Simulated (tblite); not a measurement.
# C4H9SSi2: the cost of one run

Computed with tblite 0.8.0 and PySCF 2.14.0, with density-fitted response routines of our own, on a single molecule in the gas phase. Atoms are numbered from 0 throughout.

**1. The molecule as given**

16 atoms, charge 0, multiplicity 2; geometry from: force field or distance geometry start.

Bonds of the start (Å): C0–Si1 1.84, Si1–C2 1.84, C2–C3 1.21, C3–Si4 1.83, Si4–S5 2.12, S5–C6 1.84, C0–H7 1.10, C0–H8 1.13, C0–H9 1.14, Si1–H10 1.48, Si1–H11 1.47, Si4–H12 1.49, C6–H13 1.13, C6–H14 1.09, C6–H15 1.11.

**2. Optimising the geometry with GFN2-xTB**

The job: settings as JSON, then the geometry in Å.

```
{"job": {"kind": "relax", "xc": "GFN2-xTB", "basis": "xTB"}, "charge": 0, "multiplicity": 2}
C     -3.963300     0.386000    -0.196700
Si    -2.491500    -0.266500    -1.083800
C     -0.916400     0.340600    -0.348900
C      0.115100     0.776600     0.105100
Si     1.685300     1.402000     0.796200
S      2.731400    -0.221300     1.675900
C      4.385000    -0.270800     0.881100
H     -3.739300     1.142400     0.574200
H     -4.607700     0.895200    -0.970200
H     -4.630600    -0.430400     0.225200
H     -2.489400    -1.741000    -1.042400
H     -2.581100     0.151000    -2.495600
H      2.467700     2.037800    -0.297900
H      4.870700    -1.247800     1.172100
H      4.172800    -0.283800    -0.192400
H      4.983700     0.606600     1.186800
```

The run is started by

```
$ OMP_NUM_THREADS=1 python probes_run.py task.json out
```

This one command runs all jobs of the session in turn.

**Question.** How long does this first job take on 1 thread of Arm Neoverse V1, shared host?

About 2 s.
